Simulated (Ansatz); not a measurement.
# GaSb3: the cost of one run

Method: DFT PBE+D3(BJ), scalar-relativistic, plane waves, PAW, in Ansatz 0.2.0.

3 further runs of the same task are left out: 2 that didn't finish, 1 set aside as unsound or not needed.

### 1 The starting structure

It takes space group Fm-3m (No. 225, cubic). Conventional cell: a = 7.296 Å, b = 7.296 Å, c = 7.296 Å, α = 90.00°, β = 90.00°, γ = 90.00°. Ga (site symmetry m-3m) is surrounded by 8 Sb at 3.16 Å. Sb (site symmetry -43m) is surrounded by 4 Ga at 3.16 Å and 4 Sb at 3.16 Å. Sb (site symmetry m-3m) is surrounded by 8 Sb at 3.16 Å.

Structure file:

```xyz
4
Lattice="0.0000 3.6479 3.6479 3.6479 0.0000 3.6479 3.6479 3.6479 0.0000" Properties=species:S:1:pos:R:3 pbc="T T T"
Ga    0.0000    0.0000    0.0000
Sb    1.8239    1.8239    1.8239
Sb    5.4718    5.4718    5.4718
Sb    3.6479    3.6479    3.6479
```

It goes back to an entry of the Materials Project, which need not be the stable form.

This cell was relaxed beforehand with the same method: volume 24.27 Å³/atom, gap on the mesh none (metal).

### 2 Zero of the scan

input.yaml reads:

```yaml
crystal:
  lattice:
    - [0.0, 3.6478901029, 3.6478901029]
    - [3.6478901029, 0.0, 3.6478901029]
    - [3.6478901029, 3.6478901029, 0.0]
  atoms:
    - { symbol: Ga, position: [0.0, 0.0, 0.0] }
    - { symbol: Sb, position: [0.25, 0.25, 0.25] }
    - { symbol: Sb, position: [0.75, 0.75, 0.75] }
    - { symbol: Sb, position: [0.5, 0.5, 0.5] }
basis:
  ecutwfc: 420
kpoints:
  mp_grid: { grid: [8, 8, 8] }
hamiltonian:
  xc: pbe
  dispersion: d3bj
scf:
  occupations: { method: gaussian, width: 0.15 }
output:
  forces: true
  stress: true
  eigenvalues: true
  write_density: true
  write_potential: true
  elf: true
  volumetric_format: npy
```

Run with:

```bash
$ ansatz run input.yaml --threads 2 --pin off --max-ram 5120MiB --backend cpu --events-out ev --progress --plain --runs-dir out
```

What time and memory should one allow on 2 threads of Intel Xeon 6975P-C (Granite Rapids), shared host?

About 1.9 s, with a peak of 0.48 GiB.
